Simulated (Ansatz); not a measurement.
Predict the output of the script below (Ansatz 0.2.0, Python API).

Script `yaml_run_sr3li.py`:
```python
# -*- coding: utf-8 -*-
"""Sr3Li from YAML text."""

from collections import Counter

import ansatz as az
import numpy as np

INPUT = """
crystal:
  lattice:
    - [-2.804388, 2.804388, 6.076013]
    - [2.804388, -2.804388, 6.076013]
    - [2.804388, 2.804388, -6.076013]
  atoms:
    - { symbol: Li, position: [0.0, 0.0, 0.0] }
    - { symbol: Sr, position: [0.75, 0.25, 0.5] }
    - { symbol: Sr, position: [0.25, 0.75, 0.5] }
    - { symbol: Sr, position: [0.5, 0.5, 0.0] }
kpoints:
  mp_grid: { grid: [6, 6, 6] }
hamiltonian:
  xc: pbesol
scf:
  occupations: { method: fermi_dirac, width: 0.05 }
basis:
  ecutwfc: "470 eV"
output:
  forces: true
  stress: true
  eigenvalues: true
"""

planned = az.Session.from_yaml(INPUT).plan(threads=1, pin="off")
outcome = planned.execute()
report = outcome.report

print(f"free energy      {report['free_energy_ev']:.5f} eV")
print(f"per atom         {report['free_energy_ev'] / len(outcome.lattice.sites):.5f} eV")
print(f"SCF iterations   {report['n_iterations']}  (converged: {report['converged']})")

gap = None if "band_edges_ev" not in report else report["band_edges_ev"][1] - report["band_edges_ev"][0]
print("gap on the k mesh:", "withheld (metal, or smearing too wide to tell)" if gap is None else f"{gap:.3f} eV")
print("lowest empty less highest filled band, by band count:", round(report["gap_by_band_count_ev"], 3), "eV")

fermi = report["fermi_energy_ev"]
print("levels less the Fermi level (eV) at the first k-points (first spin channel where there are two)")
for k, levels in list(zip(report["kpoints_frac"], report["eigenvalues_ev"]))[:4]:
    print("k = ({:.3f}, {:.3f}, {:.3f})".format(*k))
    print("   ", " ".join(f"{e - fermi:.3f}" for e in levels))

# pressure is a third of the trace
print("pressure by term (GPa)")
for term, tensor in report["stress_terms_gpa"].items():
    if np.any(tensor):
        print(f"  {term:28s} {np.trace(np.array(tensor)) / 3:12.3f}")
print(f"  {'total':28s} {np.trace(np.array(report['stress_gpa'])) / 3:12.3f}")

told = Counter((n["data"]["severity"], n["data"]["kind"]) for n in outcome.notices if n["event"] == "notice")
for (severity, kind), count in sorted(told.items()):
    print(f"{severity:8s} {kind} x{count}")

used = report["setup"]
print("cutoffs (eV):", used["ecut_ev"], used["ecutrho_ev"], " FFT grid:", used["fft_dense"])
print("cell volume {:.3f} A^3, {} symmetry operations".format(used["cell_volume_ang3"], used["n_sym_ops"]))
```

`python yaml_run_sr3li.py` gives:
```text
free energy      -10679.29149 eV
per atom         -2669.82287 eV
SCF iterations   7  (converged: True)
gap on the k mesh: withheld (metal, or smearing too wide to tell)
lowest empty less highest filled band, by band count: -1.542 eV
levels less the Fermi level (eV) at the first k-points (first spin channel where there are two)
k = (0.000, 0.000, 0.000)
    -46.482 -36.545 -36.474 -36.451 -18.623 -18.563 -18.563 -18.548 -18.548 -18.453 -18.418 -18.368 -18.368 -3.573 -0.488 -0.142 0.649 0.649 0.752 0.843 1.010
k = (0.000, 0.000, 0.167)
    -46.482 -36.544 -36.472 -36.454 -18.627 -18.562 -18.555 -18.549 -18.512 -18.444 -18.423 -18.423 -18.364 -3.250 -0.220 -0.053 0.074 0.348 0.655 0.673 0.891
k = (0.000, 0.000, 0.333)
    -46.482 -36.544 -36.466 -36.460 -18.641 -18.586 -18.557 -18.526 -18.523 -18.442 -18.431 -18.408 -18.358 -2.358 -0.624 -0.325 0.116 0.154 0.166 0.611 0.659
k = (0.000, 0.000, -0.500)
    -46.482 -36.543 -36.463 -36.463 -18.649 -18.596 -18.590 -18.547 -18.484 -18.474 -18.425 -18.354 -18.354 -1.234 -0.915 -0.866 -0.730 0.107 0.215 0.585 1.221
pressure by term (GPa)
  kinetic                           416.263
  hartree                           183.900
  ewald                            -464.992
  local_pseudopotential            -430.537
  nonlocal_pseudopotential          397.116
  augmentation                       15.887
  nlcc                             -141.092
  xc                                 22.926
  augmentation_tail                  -0.001
  scf_correction                      0.000
  pulay_correction                    0.001
  total                              -0.528
audit    band_cg_iterations x1
audit    preconditioner_resolved x1
cutoffs (eV): 470.0 1880.0  FFT grid: [54, 54, 54]
cell volume 191.141 A^3, 16 symmetry operations
```

Notes:
- Absolute energies stand on the zero of these potentials, so only differences at equal settings mean something.
- The computed bands are complete only to about 0.7 eV above the Fermi level.
- The mesh is modest for a metal, so energies can be off by several to tens of meV an atom and pressures by half a GPa or more; differences at equal mesh fare better.
- A gap by band count of zero or less means overlapping bands, a metal, and at an odd count of electrons it is no gap at all.
- Pressure is positive in compression.
- This cell is a computed structure, which may not be the phase found in nature.
- Gaps and levels are Kohn-Sham values on a finite set of k-points, without spin-orbit coupling.
- It ran for 5.2 s on 1 thread of Intel(R) Xeon(R) Platinum 8488C (Sapphire Rapids), with other jobs on the host, peak memory 0.57 GiB.
